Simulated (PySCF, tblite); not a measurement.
**C5H12O2P−: geometry, infrared bands and NMR shifts**

Wanted: the infrared bands and NMR shifts of C5H12O2P− (`CC(C)(C)[P@@](C)(=O)[O-]`), by calculation.

Computed with tblite 0.8.0 and PySCF 2.14.0, with density-fitted response routines of our own, on a single molecule in the gas phase. Atoms count from 0, in the outputs and in this text.

## 1. The starting structure

20 atoms, charge -1, multiplicity 1; geometry from: force field or distance geometry start.

Bonds of the start (Å): C0–C1 1.54, C1–C2 1.53, C1–C3 1.53, C1–P4 1.89, P4–C5 1.81, P4–O6 1.50, P4–O7 1.51, C0–H8 1.10, C0–H9 1.10, C0–H10 1.11, C2–H11 1.09, C2–H12 1.11, C2–H13 1.09, C3–H14 1.09, C3–H15 1.08, C3–H16 1.09, C5–H17 1.10, C5–H18 1.10, C5–H19 1.08.

## 2. Geometry optimisation with GFN2-xTB

What the job is given:

```
{"job": {"kind": "relax", "xc": "GFN2-xTB", "basis": "xTB"}, "charge": -1, "multiplicity": 1}
C     -1.685500    -0.796700     0.732600
C     -0.542100    -0.058300     0.015100
C     -0.712300     1.445600     0.222500
C     -0.590400    -0.391800    -1.481000
P      1.068600    -0.654700     0.802400
C      2.334000     0.267000    -0.114800
O      1.098700    -0.165900     2.224000
O      1.243000    -2.110700     0.450800
H     -1.592600    -1.882000     0.619800
H     -1.694500    -0.580700     1.812000
H     -2.670100    -0.495700     0.328200
H      0.046100     2.012000    -0.309700
H     -1.699800     1.784900    -0.146900
H     -0.652700     1.719200     1.275400
H     -0.432700    -1.460600    -1.638500
H      0.181000     0.140200    -2.016000
H     -1.557100    -0.126300    -1.904400
H      3.323800    -0.017500     0.270300
H      2.215200     1.347800     0.027600
H      2.314400     0.034800    -1.172400
```

Launch:

```
$ OMP_NUM_THREADS=1 python probes_run.py task.json out
```

The driver reads the jobs from task.json and runs them one after another.

**Question.** This job is followed by: GFN2-xTB harmonic vibrations, gas phase; GIAO PBE0/pcSseg-1 NMR shielding, non-relativistic, gas phase. What will the session give for the following? strongest single infrared mode (GFN2-xTB); zero-point energy (GFN2-xTB); ¹³C shifts against TMS (PBE0/pcSseg-1, means over atoms taken as alike); ¹H shifts against TMS (PBE0/pcSseg-1, means over atoms taken as alike); ³¹P shifts against H3PO4 (PBE0/pcSseg-1); ¹⁷O shifts against H2O (PBE0/pcSseg-1, means over atoms taken as alike).

As calculated:

```
                                                               quantity                  value
                              strongest single infrared mode (GFN2-xTB)  1226 cm⁻¹, 348 km/mol
                                           zero-point energy (GFN2-xTB)         103.1 kcal/mol
¹³C shifts against TMS (PBE0/pcSseg-1, means over atoms taken as alike)   33.1, 28.1, 14.7 ppm
 ¹H shifts against TMS (PBE0/pcSseg-1, means over atoms taken as alike)         0.97, 0.48 ppm
                               ³¹P shifts against H3PO4 (PBE0/pcSseg-1)                5.5 ppm
¹⁷O shifts against H2O (PBE0/pcSseg-1, means over atoms taken as alike)              138.8 ppm
```

What this shows: Over 51 steps the energy fell by 0.133 eV; of the close pairs, P4–C5 changed most, 1.814 to 1.873 Å. All 54 modes are real, so the xTB geometry is a minimum. The strongest single mode, at 1226 cm⁻¹, has its largest shares on P4, O6 and O7 (the list is cut at 3 atoms). Unscaled tight-binding wavenumbers are off by several per cent, some by more. Its intensities can rank the bands wrongly. At PBE0/pcSseg-1: The widest tensor belongs to P4: span 257 ppm, with a paramagnetic part of -652 ppm.
